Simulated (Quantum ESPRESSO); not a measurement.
# YSc3 (C222) in Quantum ESPRESSO: reference runs

How does YSc3 come out in PBE? The cell is run as given.

Program: Quantum ESPRESSO 7.5. These are calculated values, not measurements. Logs are shortened: lines on timing, memory, paths and dates and some standing lists are left out, and cuts for length are marked.

## Step 1: The crystal as given

The structure is orthorhombic, space group C222 (No. 21). Conventional cell: a = 3.414 Å, b = 4.828 Å, c = 10.302 Å, α = 90.00°, β = 90.00°, γ = 90.00°. Y (site symmetry 222) has 4 Y at 2.96 Å and 4 Sc at 2.96 Å as nearest neighbours. Sc (site symmetry 222) has 8 Sc at 2.96 to 2.98 Å as nearest neighbours. Sc (site symmetry 2) is surrounded by 6 Sc at 2.96 to 2.98 Å and 2 Y at 2.96 Å.

The cell was built by a generator and needn't be a form met in nature.

## Step 2: Single point, PBE

pw.in

```
&CONTROL
  calculation = 'scf'
  prefix = 'pwscf'
  outdir = './tmp'
  pseudo_dir = './pseudo'
  tprnfor = .true.
  tstress = .true.
  disk_io = 'nowf'
/
&SYSTEM
  ibrav = 0
  nat = 4
  ntyp = 2
  ecutwfc = 60
  ecutrho = 440
  nbnd = 31
  occupations = 'smearing'
  smearing = 'fd'
  degauss = 0.00367493
/
&ELECTRONS
  conv_thr = 8d-10
  electron_maxstep = 120
  mixing_beta = 0.5
/
ATOMIC_SPECIES
Y     88.9058 Y_pbe_v1.uspp.F.UPF
Sc    44.9559 Sc_ONCV_PBE-1.0.oncvpsp.upf
CELL_PARAMETERS angstrom
   1.7071458500   -2.4138728900    0.0000000000
   1.7071458500    2.4138728900    0.0000000000
   0.0000000000    0.0000000000   10.3021726900
ATOMIC_POSITIONS crystal
Y      0.5000000000    0.5000000000    0.5000000000
Sc     0.0000000000    0.0000000000    0.0000000000
Sc     0.0000000000    0.5000000000    0.7492240100
Sc     0.5000000000    0.0000000000    0.2507759900
K_POINTS automatic
10 10 3 0 0 0
```

Potentials or basis: SSSP 1.3 efficiency PBE.

Started as:

```console
$ OMP_NUM_THREADS=1 pw.x -in pw.in > pw.out
```

pw.out:

```text
This program is part of the open-source Quantum ESPRESSO suite
     for quantum simulation of materials; please cite
[... 9 lines left out ...]
     --------------------
     sticks:   dense  smooth     PW     G-vecs:    dense   smooth      PW
     Sum        1027     557    173                89335    35993    6419

     Using Slab Decomposition

     bravais-lattice index     =            0
     lattice parameter (alat)  =       5.5871  a.u.
     unit-cell volume          =     572.9813 (a.u.)^3
     number of atoms/cell      =            4
     number of atomic types    =            2
     number of electrons       =        44.00
     number of Kohn-Sham states=           31
     kinetic-energy cutoff     =      60.0000  Ry
     charge density cutoff     =     440.0000  Ry
     scf convergence threshold =      8.0E-10
     mixing beta               =       0.5000
     number of iterations used =            8  plain     mixing
     Exchange-correlation= PBE
                           (   1   4   3   4   0   0   0)

     celldm(1)=   5.587051  celldm(2)=   0.000000  celldm(3)=   0.000000
     celldm(4)=   0.000000  celldm(5)=   0.000000  celldm(6)=   0.000000

     crystal axes: (cart. coord. in units of alat)
               a(1) = (   0.577413  -0.816452   0.000000 )
               a(2) = (   0.577413   0.816452   0.000000 )
               a(3) = (   0.000000   0.000000   3.484537 )

     reciprocal axes: (cart. coord. in units 2 pi/alat)
               b(1) = (  0.865931 -0.612406  0.000000 )
               b(2) = (  0.865931  0.612406 -0.000000 )
               b(3) = ( -0.000000  0.000000  0.286982 )

     PseudoPot. # 1 for Y  read from file:
     Y_pbe_v1.uspp.F.UPF
     Pseudo is Ultrasoft + core correction, Zval = 11.0
     Generated by new atomic code, or converted to UPF format
     Using radial grid of  885 points,  6 beta functions with:
                l(1) =   0
                l(2) =   0
                l(3) =   1
                l(4) =   1
                l(5) =   2
                l(6) =   2
     Q(r) pseudized with  6 coefficients,  rinner =    1.200   1.200   1.200
                                                       1.200   1.200

     PseudoPot. # 2 for Sc read from file:
     Sc_ONCV_PBE-1.0.oncvpsp.upf
     Pseudo is Norm-conserving, Zval = 11.0
     Generated using ONCVPSP code by D. R. Hamann
     Using radial grid of 1662 points,  6 beta functions with:
                l(1) =   0
                l(2) =   0
                l(3) =   1
                l(4) =   1
                l(5) =   2
                l(6) =   2

     atomic species   valence    mass     pseudopotential
     Y                11.00    88.90580     Y ( 1.00)
     Sc               11.00    44.95590     Sc( 1.00)

      4 Sym. Ops. (no inversion) found

   Cartesian axes

     site n.     atom                  positions (alat units)
         1        Y      tau(   1) = (   0.5774134   0.0000000   1.7422684  )
         2        Sc     tau(   2) = (   0.0000000   0.0000000   0.0000000  )
         3        Sc     tau(   3) = (   0.2887067   0.4082260   2.6106986  )
         4        Sc     tau(   4) = (   0.2887067  -0.4082260   0.8738382  )

     number of k points=    62  Fermi-Dirac smearing, width (Ry)=  0.0037
                       cart. coord. in units 2pi/alat
        k(    1) = (   0.0000000   0.0000000   0.0000000), wk =   0.0066667
        k(    2) = (   0.0000000   0.0000000   0.0956607), wk =   0.0133333
        k(    3) = (   0.0865931   0.0612406   0.0000000), wk =   0.0266667
        k(    4) = (   0.0865931   0.0612406   0.0956607), wk =   0.0533333
        k(    5) = (   0.1731861   0.1224812   0.0000000), wk =   0.0266667
        k(    6) = (   0.1731861   0.1224812   0.0956607), wk =   0.0533333
[... 54 lines left out ...]
        k(   61) = (  -0.8659307   0.0000000   0.0000000), wk =   0.0066667
        k(   62) = (  -0.8659307   0.0000000   0.0956607), wk =   0.0133333

     Dense  grid:    89335 G-vectors     FFT dimensions: (  40,  40, 135)

     Smooth grid:    35993 G-vectors     FFT dimensions: (  27,  27, 100)

     Initial potential from superposition of free atoms

     starting charge      43.9876, renormalised to      44.0000

     negative rho (up, down):  4.219E-02 0.000E+00
     Starting wfcs are   43 randomized atomic wfcs

     Self-consistent Calculation

     iteration #  1     ecut=    60.00 Ry     beta= 0.50
     Davidson diagonalization with overlap
     ethr =  1.00E-02,  avg # of iterations =  2.5

     negative rho (up, down):  4.076E-02 0.000E+00

     total energy              =    -362.38411644 Ry
     estimated scf accuracy    <       0.78947186 Ry

     iteration #  2     ecut=    60.00 Ry     beta= 0.50
     Davidson diagonalization with overlap
     ethr =  1.79E-03,  avg # of iterations =  8.3

     negative rho (up, down):  4.076E-02 0.000E+00

     total energy              =    -361.17077843 Ry
     estimated scf accuracy    <      58.68841602 Ry

     iteration #  3     ecut=    60.00 Ry     beta= 0.50
     Davidson diagonalization with overlap
     ethr =  1.79E-03,  avg # of iterations =  5.7

     negative rho (up, down):  4.091E-02 0.000E+00

     total energy              =    -362.79588714 Ry
     estimated scf accuracy    <       2.79372914 Ry

     iteration #  4     ecut=    60.00 Ry     beta= 0.50
     Davidson diagonalization with overlap
     ethr =  1.79E-03,  avg # of iterations =  2.4
[... 124 lines left out ...]
     negative rho (up, down):  4.114E-02 0.000E+00

     total energy              =    -362.93677850 Ry
     estimated scf accuracy    <       0.00000008 Ry

     iteration # 18     ecut=    60.00 Ry     beta= 0.50
     Davidson diagonalization with overlap
     ethr =  2.84E-11,  avg # of iterations =  4.5

     negative rho (up, down):  4.114E-02 0.000E+00

     total energy              =    -362.93677851 Ry
     estimated scf accuracy    <          1.4E-09 Ry

     iteration # 19     ecut=    60.00 Ry     beta= 0.50
     Davidson diagonalization with overlap
     ethr =  3.21E-12,  avg # of iterations =  3.8

     negative rho (up, down):  4.114E-02 0.000E+00

     End of self-consistent calculation

          k = 0.0000 0.0000 0.0000 (  4485 PWs)   bands (ev):

   -36.7408 -36.6675 -36.6410 -29.5030 -15.6746 -15.3873 -15.1445 -15.1104
   -15.0936 -15.0483 -15.0302 -14.9987 -14.9919  -9.6499  -8.7735  -8.6028
     7.1693   8.8026   8.9001  10.4858  12.3775  12.3970  13.1928  13.2383
    13.4259  13.5371  13.9804  14.1624  15.0081  15.0398  15.4993

          k = 0.0000 0.0000 0.0957 (  4456 PWs)   bands (ev):

   -36.7408 -36.6678 -36.6407 -29.5030 -15.6637 -15.4118 -15.1308 -15.1104
   -15.0935 -15.0486 -15.0300 -14.9985 -14.9920  -9.6502  -8.7735  -8.6028
     7.3769   8.0040   9.7125  10.2984  12.5065  12.5286  12.8826  13.1522
    13.3728  13.6839  13.9333  14.1707  15.0211  15.1406  15.3932

          k = 0.0866 0.0612 0.0000 (  4459 PWs)   bands (ev):

   -36.7325 -36.6602 -36.6347 -29.4803 -15.6607 -15.3846 -15.1771 -15.1286
   -15.1011 -15.0919 -15.0603 -15.0255 -15.0028  -9.6259  -8.9061  -8.6635
     7.4208   8.9979   9.1491  10.7380  12.3705  12.3968  12.9570  13.2366
    13.3305  13.6310  13.7971  14.2146  15.0161  15.1167  15.3942

          k = 0.0866 0.0612 0.0957 (  4473 PWs)   bands (ev):

   -36.7324 -36.6605 -36.6345 -29.4803 -15.6505 -15.4072 -15.1718 -15.1236
   -15.0995 -15.0914 -15.0600 -15.0256 -15.0028  -9.6261  -8.9061  -8.6635
     7.6193   8.2432   9.9383  10.5379  12.4251  12.5499  12.8676  13.0273
    13.2814  13.5385  13.9635  14.2200  15.0996  15.1448  15.3627

          k = 0.1732 0.1225 0.0000 (  4468 PWs)   bands (ev):
[... 370 lines left out ...]
          k =-0.0866-0.5512 0.0957 (  4516 PWs)   bands (ev):

   -36.5916 -36.5421 -36.5404 -29.1120 -15.7209 -15.6939 -15.6500 -15.4145
   -15.3644 -15.3169 -15.2422 -15.2282 -15.1632 -10.4621  -9.5663  -9.2611
    10.3198  10.5358  10.9009  11.0917  12.0208  12.1572  12.4341  12.4609
    13.4705  13.8683  14.2655  14.3984  14.9711  15.0881  15.5171

          k =-0.0000-0.4899 0.0000 (  4510 PWs)   bands (ev):

   -36.6010 -36.5495 -36.5459 -29.1367 -15.6928 -15.6709 -15.6130 -15.4153
   -15.3418 -15.2909 -15.2455 -15.2369 -15.1452 -10.3751  -9.4884  -9.2866
    10.2149  10.3585  10.5952  11.2840  12.0881  12.4179  12.5165  12.6229
    13.1244  13.4966  14.5581  14.6712  14.8765  15.2628  15.5816

          k =-0.0000-0.4899 0.0957 (  4519 PWs)   bands (ev):

   -36.6010 -36.5495 -36.5458 -29.1367 -15.6928 -15.6672 -15.6182 -15.4137
   -15.3400 -15.2930 -15.2471 -15.2346 -15.1456 -10.3751  -9.4884  -9.2866
    10.2097  10.3514  10.7579  11.1323  12.0145  12.2188  12.4902  12.5393
    13.5834  13.8482  14.3162  14.7571  14.9358  15.0798  15.3485

          k =-0.8659 0.0000 0.0000 (  4516 PWs)   bands (ev):

   -36.5848 -36.5369 -36.5369 -29.0962 -15.7490 -15.7258 -15.6736 -15.4086
   -15.3670 -15.3157 -15.2294 -15.2177 -15.1840 -10.5416  -9.5577  -9.2470
    10.0401  10.3112  10.8445  11.0323  12.2656  12.3492  12.4740  12.5912
    13.0577  13.1718  14.4643  14.7642  15.2498  15.7309  15.8302

          k =-0.8659 0.0000 0.0957 (  4496 PWs)   bands (ev):

   -36.5848 -36.5369 -36.5369 -29.0962 -15.7487 -15.7213 -15.6792 -15.4098
   -15.3641 -15.3176 -15.2260 -15.2202 -15.1840 -10.5416  -9.5577  -9.2470
    10.0659  10.4229  10.8474  10.9007  12.1341  12.1916  12.3044  12.3461
    13.7258  13.7981  14.6107  14.8648  14.9059  15.2320  15.4488

     the Fermi energy is    12.4055 ev

!    total energy              =    -362.93677851 Ry
     estimated scf accuracy    <          3.1E-10 Ry
     smearing contrib. (-TS)   =      -0.00483920 Ry
     internal energy E=F+TS    =    -362.93193931 Ry

     The total energy is F=E-TS. E is the sum of the following terms:
     one-electron contribution =    -104.09622427 Ry
     hartree contribution      =      65.11034507 Ry
     xc contribution           =     -58.20525175 Ry
     ewald contribution        =    -265.74080836 Ry

     convergence has been achieved in  19 iterations

     negative rho (up, down):  4.114E-02 0.000E+00

     Forces acting on atoms (cartesian axes, Ry/au):

     atom    1 type  1   force =     0.00000000    0.00000000    0.00000000
     atom    2 type  2   force =     0.00000000    0.00000000    0.00000000
     atom    3 type  2   force =     0.00000000    0.00000000    0.01637925
     atom    4 type  2   force =     0.00000000    0.00000000   -0.01637925

     Total force =     0.023164     Total SCF correction =     0.000015

     Computing stress (Cartesian axis) and pressure

     negative rho (up, down):  4.114E-02 0.000E+00
          total   stress  (Ry/bohr**3)                   (kbar)     P=      151.83
   0.00055766  -0.00000000   0.00000000           82.03       -0.00        0.00
   0.00000000   0.00147641   0.00000000            0.00      217.19        0.00
   0.00000000   0.00000000   0.00106239            0.00        0.00      156.28

=------------------------------------------------------------------------------=
   JOB DONE.
=------------------------------------------------------------------------------=
```

Run time: 2.7 min. Hardware: 1 thread of AMD EPYC 9R14 (Zen 4), shared host; peak memory 0.48 GiB.

What came out:

| Item | Value |
| --- | --- |
| Free energy | -4938.0064 eV |
| Pressure | 15.2 GPa |
| Largest force | 0.421 eV/Å |
| Band gap on the k mesh | none (metal or under the smearing width) |

Forces on the atoms (eV/Å):
```
Y    0.000  0.000  0.000
Sc   0.000  0.000  0.000
Sc   0.000  0.000  0.421
Sc   0.000  0.000 -0.421
```

Stress tensor (GPa, compression positive):
```
 8.20  0.00  0.00
 0.00 21.72  0.00
 0.00  0.00 15.63
```

Levels at points of the mesh, in eV from the Fermi level:
| k point | band 20 | band 21 | band 22 | band 23 | band 24 | band 25 |
| --- | --- | --- | --- | --- | --- | --- |
| (0.00, 0.00, 0.00) | -1.92 | -0.03 | -0.01 | 0.79 | 0.83 | 1.02 |
| (0.00, -0.50, 0.00) | -1.20 | -1.02 | -0.88 | -0.25 | -0.13 | 0.65 |
| (-0.50, -0.50, 0.00) | -1.37 | -0.14 | -0.06 | 0.07 | 0.19 | 0.65 |

Caveat: so large a pressure means that the cell lies far from this level's equilibrium, or that cutoff or potentials fall short.
